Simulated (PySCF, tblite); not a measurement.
# C41H54O9: electronic excitations, NMR shifts

Aim: compute the electronic excitations, NMR shifts of C41H54O9 (`CC[C@H](C[C@@H](C[C@@H](C)c1ccc(OC(=O)OC(C)(C)C)cc1)c1ccc(OC(=O)OC(C)(C)C)cc1)c1ccc(OC(=O)OC(C)(C)C)cc1`).

Computed with tblite 0.8.0 and PySCF 2.14.0 and routines of our own; the level stands in each step. Atoms count from 0.

### 1 The system as given

104 atoms, charge 0, multiplicity 1; geometry from: force field, distance geometry or constructed start.

### 2 Geometry optimisation with GFN2-xTB

Job settings and geometry (Å):

```
{"job": {"kind": "relax", "xc": "GFN2-xTB", "basis": "xTB"}, "charge": 0, "multiplicity": 1}
C     -5.209400     2.051500     0.302800
C     -4.209900     2.629800    -0.691900
C     -2.747900     2.178100    -0.400800
C     -1.777400     2.938200    -1.353400
C     -0.285300     2.819600    -0.935800
C      0.665500     3.424300    -2.007200
C      0.755100     2.636700    -3.336100
C      1.732900     3.324500    -4.295800
C      1.146700     1.177400    -3.130800
C      0.270200     0.165100    -3.557600
C      0.558600    -1.178600    -3.312700
C      1.734300    -1.517900    -2.649000
O      2.041800    -2.833700    -2.260900
C      1.767900    -3.897200    -3.117100
O      1.362400    -3.818200    -4.265600
O      2.018500    -5.039800    -2.422900
C      1.778600    -6.332200    -3.033200
C      2.684800    -6.564100    -4.248800
C      0.296300    -6.516100    -3.381200
C      2.155800    -7.348700    -1.941100
C      2.621400    -0.523700    -2.226300
C      2.330800     0.816700    -2.475900
C      0.006700     3.478400     0.417400
C      0.616200     2.713700     1.422000
C      0.905400     3.289300     2.666000
C      0.583800     4.622800     2.889200
O      0.834800     5.182800     4.141200
C      2.066600     5.806200     4.229800
O      2.903200     5.900800     3.340000
O      2.184500     6.300500     5.491300
C      3.379300     7.016600     5.893900
C      4.612600     6.116500     5.837900
C      3.117100     7.401500     7.358200
C      3.564200     8.298300     5.081900
C     -0.028600     5.394900     1.902900
C     -0.311700     4.821500     0.663100
C     -2.569600     0.671500    -0.521200
C     -2.946900    -0.030800    -1.674700
C     -2.731100    -1.412600    -1.772100
C     -2.139000    -2.082000    -0.712400
O     -1.845300    -3.444900    -0.887300
C     -2.497700    -4.312200    -0.027600
O     -3.306300    -4.000800     0.829400
O     -2.086300    -5.566200    -0.328400
C     -2.606800    -6.703300     0.408400
C     -4.117100    -6.857500     0.205700
C     -1.899800    -7.920600    -0.220600
C     -2.222300    -6.629500     1.891000
C     -1.737500    -1.410100     0.438400
C     -1.969100    -0.036900     0.541100
H     -6.210300     2.457200     0.109400
H     -4.935700     2.310300     1.333100
H     -5.283900     0.964000     0.225400
H     -4.514600     2.362200    -1.707400
H     -4.259900     3.720500    -0.618600
H     -2.538400     2.484500     0.632200
H     -2.055000     3.986800    -1.391100
H     -1.906200     2.560600    -2.367300
H     -0.045300     1.755900    -0.837200
H      1.676700     3.509400    -1.576700
H      0.354000     4.455600    -2.226300
H     -0.226900     2.672200    -3.814500
H      1.783400     2.784400    -5.249600
H      2.743800     3.375500    -3.885900
H      1.409900     4.349500    -4.506900
H     -0.662500     0.417500    -4.062200
H     -0.151200    -1.932600    -3.616700
H      2.623900    -7.595500    -4.600100
H      2.417200    -5.912500    -5.089300
H      3.727700    -6.346300    -3.992100
H      0.078800    -7.556600    -3.666600
H     -0.340300    -6.254100    -2.530100
H     -0.007700    -5.879200    -4.212300
H      2.006100    -8.376500    -2.278300
H      1.557600    -7.189900    -1.044000
H      3.207800    -7.231400    -1.643800
H      3.527600    -0.796800    -1.692000
H      3.027400     1.578000    -2.122500
H      0.883100     1.672900     1.244000
H      1.370100     2.687000     3.446200
H      4.889200     5.862900     4.809300
H      4.425300     5.164000     6.356100
H      5.483200     6.598700     6.305100
H      3.955400     7.954700     7.788600
H      2.934700     6.514900     7.973700
H      2.213000     8.024300     7.449800
H      4.363900     8.920600     5.492400
H      2.632600     8.889400     5.059700
H      3.819200     8.091600     4.036800
H     -0.284400     6.431400     2.096000
H     -0.774400     5.438900    -0.098400
H     -3.398100     0.483000    -2.515700
H     -3.016800    -1.936400    -2.677000
H     -4.370300    -6.823200    -0.856200
H     -4.475900    -7.804700     0.621900
H     -4.675100    -6.056300     0.698000
H     -2.215900    -8.858000     0.252500
H     -2.119000    -7.984600    -1.294800
H     -0.813700    -7.832800    -0.128500
H     -2.744300    -5.826700     2.408700
H     -2.457900    -7.569700     2.406200
H     -1.152800    -6.437000     2.010200
H     -1.252300    -1.940500     1.254200
H     -1.666800     0.485600     1.445300
```

Run with:

```sh
> OMP_NUM_THREADS=4 python large_run.py task.json out
```

This one command runs all jobs of the session in turn.

Log:

```text
step      E/eV     max force
  0   -4138.56405    2.538
  1   -4138.91310    1.815
  2   -4138.99033    1.302
  3   -4139.04826    0.329
  4   -4139.09409    0.316
  5   -4139.11732    0.295
  6   -4139.13271    0.208
  7   -4139.14609    0.273
  8   -4139.15881    0.427
  9   -4139.17172    0.313
 10   -4139.18536    0.192
 11   -4139.19820    0.139
 12   -4139.20587    0.133
 13   -4139.21379    0.136
 14   -4139.22197    0.126
 15   -4139.23150    0.207
 16   -4139.23978    0.171
 17   -4139.24521    0.223
 18   -4139.24846    0.194
 19   -4139.25105    0.092
 20   -4139.25392    0.110
 21   -4139.25636    0.085
 22   -4139.25974    0.114
 23   -4139.26348    0.114
 24   -4139.26690    0.111
 25   -4139.26928    0.073
 26   -4139.27109    0.059
 27   -4139.27284    0.063
 28   -4139.27472    0.077
 29   -4139.27658    0.072
 30   -4139.27826    0.051
 31   -4139.27977    0.057
 32   -4139.28117    0.059
 33   -4139.28252    0.061
 34   -4139.28392    0.068
 35   -4139.28537    0.057
 36   -4139.28668    0.046
 37   -4139.28769    0.049
 38   -4139.28849    0.043
 39   -4139.28930    0.043
 40   -4139.29023    0.049
 41   -4139.29124    0.046
 42   -4139.29221    0.052
 43   -4139.29308    0.044
 44   -4139.29390    0.049
 45   -4139.29471    0.048
 46   -4139.29558    0.046
 47   -4139.29656    0.054
 48   -4139.29765    0.054
 49   -4139.29884    0.049
 50   -4139.30016    0.051
 51   -4139.30165    0.056
 52   -4139.30330    0.066
 53   -4139.30488    0.057
 54   -4139.30617    0.046
 55   -4139.30717    0.042
 56   -4139.30806    0.049
 57   -4139.30892    0.054
 58   -4139.30978    0.036
 59   -4139.31065    0.034
 60   -4139.31151    0.035
 61   -4139.31231    0.050
 62   -4139.31301    0.040
 63   -4139.31365    0.037
 64   -4139.31430    0.035
 65   -4139.31497    0.045
 66   -4139.31560    0.049
 67   -4139.31619    0.035
 68   -4139.31682    0.036
 69   -4139.31754    0.039
 70   -4139.31827    0.045
 71   -4139.31894    0.039
 72   -4139.31953    0.031
 73   -4139.32008    0.038
 74   -4139.32059    0.040
 75   -4139.32107    0.043
 76   -4139.32152    0.034
 77   -4139.32198    0.028
 78   -4139.32248    0.032
 79   -4139.32301    0.039
 80   -4139.32359    0.047
 81   -4139.32423    0.042
 82   -4139.32492    0.041
 83   -4139.32558    0.041
 84   -4139.32618    0.040
 85   -4139.32674    0.043
 86   -4139.32727    0.036
 87   -4139.32775    0.028
 88   -4139.32815    0.026
 89   -4139.32850    0.032
 90   -4139.32883    0.028
 91   -4139.32916    0.024
 92   -4139.32946    0.023
 93   -4139.32974    0.024
 94   -4139.33001    0.025
 95   -4139.33028    0.023
 96   -4139.33058    0.027
 97   -4139.33088    0.029
 98   -4139.33120    0.038
 99   -4139.33154    0.034
100   -4139.33190    0.028
101   -4139.33227    0.031
102   -4139.33264    0.026
103   -4139.33303    0.031
104   -4139.33346    0.032
105   -4139.33391    0.036
106   -4139.33435    0.034
107   -4139.33475    0.028
108   -4139.33512    0.028
109   -4139.33548    0.028
110   -4139.33581    0.028
111   -4139.33611    0.034
112   -4139.33640    0.032
113   -4139.33671    0.026
114   -4139.33702    0.022
115   -4139.33733    0.027
116   -4139.33762    0.030
117   -4139.33791    0.025
118   -4139.33822    0.024
119   -4139.33851    0.022
120   -4139.33875    0.022
121   -4139.33897    0.027
122   -4139.33922    0.025
123   -4139.33949    0.025
124   -4139.33978    0.024
125   -4139.34006    0.025
126   -4139.34035    0.024
127   -4139.34065    0.025
128   -4139.34094    0.024
129   -4139.34119    0.020
```

Wall time 9.6 s (4 threads of Arm Neoverse V1, shared host); peak memory 0.2 GiB.

Step by step:

| step | energy from step 0 (eV) | largest force (eV/Å) |
| --- | --- | --- |
| 0 | 0.0000 | 2.5376 |
| 1 | -0.3490 | 1.8144 |
| 2 | -0.4263 | 1.3020 |
| 3 | -0.4842 | 0.3291 |
| 4 | -0.5300 | 0.3159 |
| 5 | -0.5533 | 0.2943 |
| 6 | -0.5687 | 0.2078 |
| 7 | -0.5820 | 0.2737 |
| 8 | -0.5948 | 0.4265 |
| 18 | -0.6844 | 0.1944 |
| 29 | -0.7125 | 0.0727 |
| 39 | -0.7253 | 0.0429 |
| 50 | -0.7361 | 0.0516 |
| 61 | -0.7483 | 0.0499 |
| 71 | -0.7549 | 0.0384 |
| 82 | -0.7609 | 0.0406 |
| 93 | -0.7657 | 0.0233 |
| 103 | -0.7690 | 0.0309 |
| 114 | -0.7730 | 0.0223 |
| 125 | -0.7760 | 0.0257 |
| 126 | -0.7763 | 0.0241 |
| 127 | -0.7766 | 0.0249 |
| 128 | -0.7769 | 0.0244 |
| 129 | -0.7771 | 0.0199 |

Close pairs (by a distance rule), those that changed most:

| bond | before (Å) | after (Å) | change (Å) |
| --- | --- | --- | --- |
| O12–C13 | 1.393 | 1.342 | -0.050 |
| O40–C41 | 1.385 | 1.342 | -0.043 |
| O26–C27 | 1.383 | 1.342 | -0.041 |
| C13–O15 | 1.360 | 1.322 | -0.038 |
| C27–O29 | 1.360 | 1.322 | -0.038 |
| C41–O43 | 1.354 | 1.326 | -0.028 |
| C27–O28 | 1.225 | 1.199 | -0.026 |
| C4–C22 | 1.533 | 1.508 | -0.025 |

The final coordinates are the input of the step that follows.

### 3 Electronic excitations: TDA PBE0/def2-SVP

Job settings and geometry (Å):

```
{"job": {"kind": "uv", "basis": "def2-SVP", "grid": 1, "kgrid": 0, "vcut": 1.5, "nstates": 6, "ntriplets": 2, "tda": true, "delta": [], "pop": true, "xc": "PBE0"}, "charge": 0, "multiplicity": 1}
C     -5.040737     1.781930     0.377652
C     -4.141464     2.512520    -0.611239
C     -2.661788     2.160451    -0.405941
C     -1.768428     2.967819    -1.358985
C     -0.285702     2.810696    -1.004009
C      0.632857     3.448913    -2.058457
C      0.733437     2.621845    -3.348432
C      1.794923     3.213962    -4.278635
C      1.037570     1.175810    -3.046766
C      0.191604     0.172422    -3.496398
C      0.429250    -1.158968    -3.207462
C      1.542529    -1.501805    -2.458797
O      1.831065    -2.804991    -2.077395
C      1.569779    -3.827155    -2.907513
O      1.185968    -3.729552    -4.038308
O      1.854002    -4.936396    -2.247207
C      1.606670    -6.229599    -2.858782
C      2.472897    -6.407413    -4.105376
C      0.120243    -6.366928    -3.185535
C      2.018377    -7.223114    -1.772801
C      2.403869    -0.513159    -2.000387
C      2.150446     0.811298    -2.295439
C      0.020031     3.394878     0.351927
C      0.525495     2.586744     1.362874
C      0.841947     3.106913     2.604417
C      0.654368     4.458158     2.842026
O      0.955614     4.978835     4.104038
C      2.076700     5.712265     4.189344
O      2.844190     5.888058     3.285316
O      2.157866     6.171541     5.426039
C      3.306516     6.954889     5.848470
C      4.576130     6.110757     5.747238
C      2.994368     7.295260     7.305369
C      3.424586     8.226470     5.009786
C      0.158420     5.284156     1.846399
C     -0.160117     4.748140     0.613009
C     -2.415317     0.681938    -0.579770
C     -2.758117     0.021667    -1.754452
C     -2.548157    -1.336806    -1.897395
C     -1.964564    -2.052973    -0.864134
O     -1.747924    -3.421752    -1.045903
C     -2.298245    -4.252470    -0.147542
O     -2.996937    -3.910684     0.763904
O     -1.943903    -5.488572    -0.470602
C     -2.461270    -6.615336     0.293028
C     -3.984715    -6.661085     0.183619
C     -1.845400    -7.845070    -0.374495
C     -2.011722    -6.518073     1.750085
C     -1.591094    -1.411680     0.304935
C     -1.827165    -0.055729     0.439870
H     -6.081331     2.056227     0.221416
H     -4.768869     2.038580     1.398809
H     -4.943244     0.705465     0.258649
H     -4.444615     2.264078    -1.629456
H     -4.264389     3.590415    -0.482907
H     -2.390741     2.434838     0.619503
H     -2.048697     4.021415    -1.307540
H     -1.933697     2.623706    -2.380091
H     -0.064047     1.739724    -0.967713
H      1.628439     3.554863    -1.623878
H      0.276288     4.450372    -2.305600
H     -0.229420     2.661750    -3.867731
H      1.869711     2.625854    -5.190106
H      2.768954     3.221698    -3.796598
H      1.536415     4.235486    -4.547222
H     -0.678806     0.429771    -4.082171
H     -0.240960    -1.921060    -3.565896
H      2.348916    -7.415493    -4.491497
H      2.181532    -5.696798    -4.873901
H      3.521218    -6.250060    -3.860121
H     -0.101567    -7.395361    -3.457544
H     -0.474402    -6.086603    -2.319080
H     -0.145689    -5.717427    -4.015013
H      1.856163    -8.241109    -2.114445
H      1.433337    -7.045314    -0.874915
H      3.069085    -7.092315    -1.528086
H      3.262511    -0.799878    -1.413619
H      2.828181     1.567386    -1.928948
H      0.687988     1.536394     1.169598
H      1.238522     2.478477     3.386880
H      4.777667     5.857317     4.709861
H      4.461713     5.192674     6.319518
H      5.419482     6.669601     6.142793
H      3.805331     7.874990     7.735790
H      2.863506     6.382210     7.879455
H      2.074287     7.870356     7.362904
H      4.223910     8.847596     5.404072
H      2.492735     8.786607     5.045223
H      3.647612     7.977665     3.975965
H      0.032168     6.338346     2.040421
H     -0.540769     5.401148    -0.157538
H     -3.216658     0.564478    -2.567492
H     -2.836848    -1.851969    -2.800587
H     -4.281357    -6.676299    -0.863094
H     -4.358343    -7.558690     0.668383
H     -4.426013    -5.791632     0.663033
H     -2.185862    -8.743238     0.132674
H     -2.141524    -7.893217    -1.418719
H     -0.761396    -7.799895    -0.322698
H     -2.473407    -5.661740     2.233622
H     -2.302830    -7.420649     2.280084
H     -0.930027    -6.412116     1.801428
H     -1.135600    -1.971832     1.106368
H     -1.556341     0.436233     1.362724
```

With the program's defaults for keys left out, this is: TDA PBE0/def2-SVP, vertical, gas phase, core orbitals frozen in the response, virtual orbitals cut by energy.

Log:

```text
start: PBE on a coarse grid of 81531 points
cycle   1  E = -2265.9384488038  dE =  6.967e+00  |g| = 2.185e+00  |ddm| = 1.233e+01
cycle   2  E = -2263.0903376982  dE =  2.848e+00  |g| = 4.292e+00  |ddm| = 6.328e+00
cycle   3  E = -2266.6485930676  dE = -3.558e+00  |g| = 1.241e+00  |ddm| = 4.816e+00
cycle   4  E = -2266.9758402061  dE = -3.272e-01  |g| = 2.638e-01  |ddm| = 1.468e+00
cycle   5  E = -2266.9847304187  dE = -8.890e-03  |g| = 1.538e-01  |ddm| = 3.826e-01
cycle   6  E = -2266.9894913980  dE = -4.761e-03  |g| = 5.965e-02  |ddm| = 2.398e-01
cycle   7  E = -2266.9903967576  dE = -9.054e-04  |g| = 2.098e-02  |ddm| = 9.863e-02
cycle   8  E = -2266.9905008018  dE = -1.040e-04  |g| = 4.657e-03  |ddm| = 2.704e-02
final grid: 347080 points
cycle   9  E = -2267.7515467395  dE = -2.578e-02  |g| = 1.256e-01  |ddm| = 1.795e+00
cycle  10  E = -2267.7494762924  dE =  2.070e-03  |g| = 1.649e-01  |ddm| = 2.655e-01
cycle  11  E = -2267.7547822699  dE = -5.306e-03  |g| = 1.961e-02  |ddm| = 1.470e-01
cycle  12  E = -2267.7548484914  dE = -6.622e-05  |g| = 8.034e-03  |ddm| = 2.306e-02
cycle  13  E = -2267.7548565548  dE = -8.063e-06  |g| = 2.575e-03  |ddm| = 9.083e-03
cycle  14  E = -2267.7548574089  dE = -8.540e-07  |g| = 6.413e-04  |ddm| = 3.624e-03
cycle  15  E = -2267.7548569280  dE =  4.809e-07  |g| = 3.154e-04  |ddm| = 1.160e-03
cycle  16  E = -2267.7548613809  dE = -4.453e-06  |g| = 6.568e-05  |ddm| = 4.951e-04
converged SCF energy = -2267.7548613809

Static polarisability (au): isotropic 454.267, principal 366.473 424.649 571.678

Singlet excitations
state   eV       nm        f      main configurations
  1   5.2146    237.8   0.00966   H->L 0.66, H-3->L+2 0.13
  2   5.3662    231.0   0.00917   H-1->L 0.34, H-5->L+2 0.11, H-3->L+5 0.08
  3   5.4510    227.5   0.00538   H-4->L+3 0.25, H-2->L+1 0.23, H-1->L+1 0.15
  4   5.6073    221.1   0.00035   H->L 0.19, H->L+1 0.19, H-1->L 0.16
  5   5.6531    219.3   0.00352   H->L+2 0.74, H->L+4 0.11
  6   5.7642    215.1   0.01150   H->L+1 0.50, H->L+4 0.22

Triplet excitations (Tamm-Dancoff, eV): 4.0230 4.0557
```

It took 12 min on 4 threads of Arm Neoverse V1, shared host; peak memory 3.3 GiB.

Frontier orbitals and where they lie:

| orbital | eV | atoms |
| --- | --- | --- |
| HOMO−4 | -7.40 | C35 22 %, C24 22 %, C34 21 % |
| HOMO−3 | -7.06 | C10 16 %, C9 15 %, C21 15 % |
| HOMO−2 | -6.91 | C22 17 %, C25 17 %, C39 8 % |
| HOMO−1 | -6.85 | C36 13 %, C39 12 %, C22 7 % |
| HOMO | -6.52 | C8 20 %, C11 18 %, O12 8 % |
| LUMO | -0.38 | C48 18 %, C37 17 %, C38 10 % |
| LUMO+1 | -0.24 | C35 20 %, C24 20 %, C34 16 % |
| LUMO+2 | -0.17 | C39 18 %, C36 18 %, C49 10 % |
| LUMO+3 | -0.03 | C22 26 %, C25 26 %, C34 9 % |

With each of the 6 states as a Gaussian band of 0.4 eV half-width at 1/e, the curve within the window shown has maxima at 226 nm (ε 1,200) L/(mol cm). Beyond the last state computed it falls off for lack of states. The curve at chosen wavelengths:

| nm | ε (L/mol/cm) |
| --- | --- |
| 204 | 361 |
| 207 | 517 |
| 209 | 627 |
| 212 | 792 |
| 214 | 894 |
| 217 | 1028 |
| 219 | 1100 |
| 222 | 1179 |
| 224 | 1210 |
| 227 | 1223 |
| 230 | 1196 |
| 232 | 1157 |
| 235 | 1070 |
| 237 | 997 |
| 240 | 872 |
| 242 | 783 |
| 245 | 647 |
| 248 | 518 |
| 250 | 439 |
| 253 | 334 |
| 255 | 274 |
| 258 | 199 |
| 260 | 158 |
| 263 | 110 |
| 265 | 85 |
| 268 | 57 |

Ground-state properties from the same run:

| property | computed |
| --- | --- |
| dipole moment (D) | 1.24 |
| polarisability (Å³) | 67.32 |
| HOMO–LUMO gap (eV) | 6.14 |
| −ε(HOMO) (eV) | 6.52 |

(Part 1 of 2 ends here.)
